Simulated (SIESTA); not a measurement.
Crystal: Ta3N.

```xyz
4
Lattice="3.0322 0.0000 0.0000 -1.5161 2.6260 0.0000 0.0000 0.0000 7.5241" Properties=species:S:1:pos:R:3 pbc="T T T"
Ta    1.5161    0.8753    6.2155
Ta    0.0000    1.7507    1.3087
Ta    0.0000    0.0000    3.7621
N     0.0000    0.0000    0.0000
```

The cell comes from a database or a generator and needn't be the stable form of this composition.

| Quantity | Value |
| --- | --- |
| Program | SIESTA 5.4.2 |
| Task | single point |
| Functional | PBE |
| Potentials or basis | PseudoDojo 0.4 standard (PBE files) |
| Basis | DZP (energy shift 0.003 Ry; two zetas on semicore shells) |
| Grid cutoff | 800 Ry |
| Energy shift | 0.003 Ry |
| k mesh | 10 × 10 × 4 |
| Occupations | fermi-dirac, width 0.05 eV |
| Spin | no spin polarisation |

On this cell: pressure 1.7 GPa; largest force 0.378 eV/Å; band gap on the k mesh none (metal or under the smearing width).

The same run follows on a disturbed copy (atoms moved at random, drawn with an rms of 0.05 Å):

```xyz
4
Lattice="3.0322 0.0000 0.0000 -1.5161 2.6260 0.0000 0.0000 0.0000 7.5241" Properties=species:S:1:pos:R:3 pbc="T T T"
Ta    1.5241    0.9239    6.1879
Ta    0.0463    1.7460    1.3204
Ta   -0.0027    0.0017    3.7259
N    -0.0347    0.0406   -0.0509
```

Problem. What changes?

Solution. The energy (extrapolated to zero smearing) moves by +10.2 meV/atom; pressure 1.6 GPa; largest force 0.940 eV/Å; band gap on the k mesh none (metal or under the smearing width).

Forces in eV/Å, atoms in the order of the input:
```
Ta  -0.280 -0.024 -0.575
Ta  -0.391  0.194 -0.448
Ta  -0.003  0.030  0.400
N    0.674 -0.199  0.624
```

Stress tensor (GPa, compression positive):
```
 0.36  0.10 -0.52
 0.10  1.34  0.69
-0.52  0.69  2.97
```

Caveats: short orbitals over semicore shells can move pressures by several GPa; the basis of atomic orbitals isn't converged, which shifts pressures, moduli and gaps.
